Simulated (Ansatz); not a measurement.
# BFH5NSi2: the cost of one run

Computed with Ansatz 0.2.0 through its Python package. Level of theory: PBE/def2-SVP.

### Step 1. Starting point

Bond lengths: F1–Si2 1.672 Å, Si2–B3 1.913 Å, B3–N4 1.600 Å, B3–Si5 2.005 Å, N4–Si5 1.719 Å, Si2–H6 1.485 Å, Si2–H7 1.481 Å, N4–H8 1.064 Å, Si5–H9 1.512 Å, Si5–H10 1.454 Å. Angles (14 of 18 angles, heavy atoms first): F1–Si2–B3 108.3°, Si2–B3–N4 151.8°, Si2–B3–Si5 152.5°, N4–B3–Si5 55.6°, B3–N4–Si5 74.2°, B3–Si5–N4 50.2°, F1–Si2–H6 112.1°, F1–Si2–H7 109.0°, B3–Si2–H6 108.6°, B3–Si2–H7 108.9°, B3–N4–H8 101.6°, Si5–N4–H8 105.8°, B3–Si5–H9 109.1°, B3–Si5–H10 110.5°.

No structure file is read: the coordinates are typed or built in the script.

### Step 2. The script

The input, bfh5nsi2.py:

```python
# -*- coding: utf-8 -*-
import ansatz as az
from ase import Atoms


def main():
    atoms = Atoms(["F", "Si", "B", "N", "Si", "H", "H", "H", "H", "H"], positions=[
        (-2.2101, -1.6068, -0.9525),
        (-0.9218, -0.689, -1.4934),
        (0.1404, -0.1949, 0.0191),
        (1.0749, -0.56, 1.2655),
        (1.0185, 1.1574, 1.2116),
        (-1.3677, 0.5483, -2.1829),
        (-0.0983, -1.5085, -2.4124),
        (0.3566, -0.8514, 1.9944),
        (-0.0428, 1.8613, 2.0264),
        (2.1335, 1.7925, 0.5271),
    ])

    first = (
        az.Crystal.molecule_from_ase(atoms).calculation()
        .basis(gaussian="def2-SVP")
        .functional("pbe")
        .relax(force_tolerance=0.02, max_steps=80)
    )
    atoms.positions = first.run(threads=1).report["positions_ang"]

    start = atoms.get_dihedral(3, 2, 1, 0)
    energies = {}
    for turn in range(0, 360, 30):
        turned = atoms.copy()
        turned.set_dihedral(3, 2, 1, 0, start + turn, indices=[0, 1, 5, 6])
        job = az.Crystal.molecule_from_ase(turned).calculation().basis(gaussian="def2-SVP").functional("pbe")
        energies[round((start + turn) % 360)] = job.run(threads=1).report["free_energy_ev"]
    floor = min(energies.values())
    print("dihedral N3-B2-Si1-F0 (deg)   E - E(min) (kcal/mol)")
    for angle, e in sorted(energies.items()):
        print(f"{angle:8d} {23.060548 * (e - floor):14.3f}  " + "#" * int(30 * (e - floor) / max(max(energies.values()) - floor, 1e-9)))


if __name__ == "__main__":
    main()
```

### Step 3. What the engine is handed

The package turns the script's settings into the engine's input (first run):

```yaml
crystal:
  periodic: [false, false, false]
  atoms:
    - { symbol: F, position_ang: [-2.2101, -1.6068, -0.9525] }
    - { symbol: Si, position_ang: [-0.9218, -0.689, -1.4934] }
    - { symbol: B, position_ang: [0.1404, -0.1949, 0.0191] }
    - { symbol: "N", position_ang: [1.0749, -0.56, 1.2655] }
    - { symbol: Si, position_ang: [1.0185, 1.1574, 1.2116] }
    - { symbol: H, position_ang: [-1.3677, 0.5483, -2.1829] }
    - { symbol: H, position_ang: [-0.0983, -1.5085, -2.4124] }
    - { symbol: H, position_ang: [0.3566, -0.8514, 1.9944] }
    - { symbol: H, position_ang: [-0.0428, 1.8613, 2.0264] }
    - { symbol: H, position_ang: [2.1335, 1.7925, 0.5271] }
basis:
  gaussian:
    orbitals: def2-SVP
hamiltonian:
  xc: pbe
relax:
  f_tol: 0.02
  max_steps: 80
```

### Step 4. Launch

The run is started by

```bash
> python bfh5nsi2.py
```

Q: Estimate wall time and peak memory on 1 thread of Intel Xeon 6975P-C (Granite Rapids), shared host.

About 43 s, with a peak of 0.23 GiB.
